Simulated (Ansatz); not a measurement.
This script drives Ansatz 0.2.0 through its Python package.

Script `methods_ch8bnsi.py`:
```python
"""CH8BNSi at several levels of theory."""

import ansatz as az

GEOMETRY = """
C    -0.73800    1.81030    0.04120
B    -0.15020    0.52660    0.61850
N     0.96000   -0.15530   -0.13490
Si    0.53300   -1.80790   -0.52790
H    -1.58590    2.20900    0.68890
H    -1.21760    1.65990   -0.97230
H     0.02350    2.63780   -0.05890
H    -0.50130    0.11200    1.64080
H     1.79260   -0.22400    0.59220
H    -0.71440   -1.76020   -1.38330
H     0.10850   -2.54700    0.72880
H     1.56690   -2.51630   -1.19900
"""


def main() -> None:
    system = az.Crystal.molecule()
    for line in GEOMETRY.strip().splitlines():
        symbol, *xyz = line.split()
        system = system.atom(symbol, [float(v) for v in xyz])

    calculation = system.calculation().basis(gaussian="def2-SVP")

    methods = ["mp2", "ccsd", "ccsd_t"]
    reports = [calculation.correlation(m).run(threads=1).report for m in methods]
    print(f"Hartree-Fock reference {reports[0]['reference_energy_ev'] / 27.211386246:.6f} Ha")
    best = reports[-1]["free_energy_ev"] - reports[-1]["reference_energy_ev"]
    for method, each in zip(methods, reports):
        gained = each["free_energy_ev"] - each["reference_energy_ev"]
        print(f"{method:8s} total {each['free_energy_ev'] / 27.211386246:.6f} Ha  correlation {gained:9.4f} eV  ({100 * gained / best:.1f} % of the last)")


if __name__ == "__main__":
    main()
```

It is started by `python methods_ch8bnsi.py`. Estimate its wall time and peak memory on 1 thread of Arm Neoverse V2, on a shared host.

It took about 16 s, with a peak of 0.48 GiB, for 3 runs of the engine.

```console
$ python methods_ch8bnsi.py
Hartree-Fock reference -410.422791 Ha
mp2      total -410.927165 Ha  correlation  -13.7247 eV  (87.3 % of the last)
ccsd     total -410.985283 Ha  correlation  -15.3062 eV  (97.3 % of the last)
ccsd_t   total -411.000850 Ha  correlation  -15.7298 eV  (100.0 % of the last)
```

Caveats:
- These settings explore the input space; basis and method may be short of convergence.
- The geometry is a force-field or estimated start, not a minimum of this method, and the basis set is short of its limit. A lower total doesn't mark the better method: functionals have no common bound, and MP2 and coupled cluster aren't variational.
- Inner cores stay frozen, so this is valence correlation.

(Lines on the test bed's own set-up are left out of the output.)
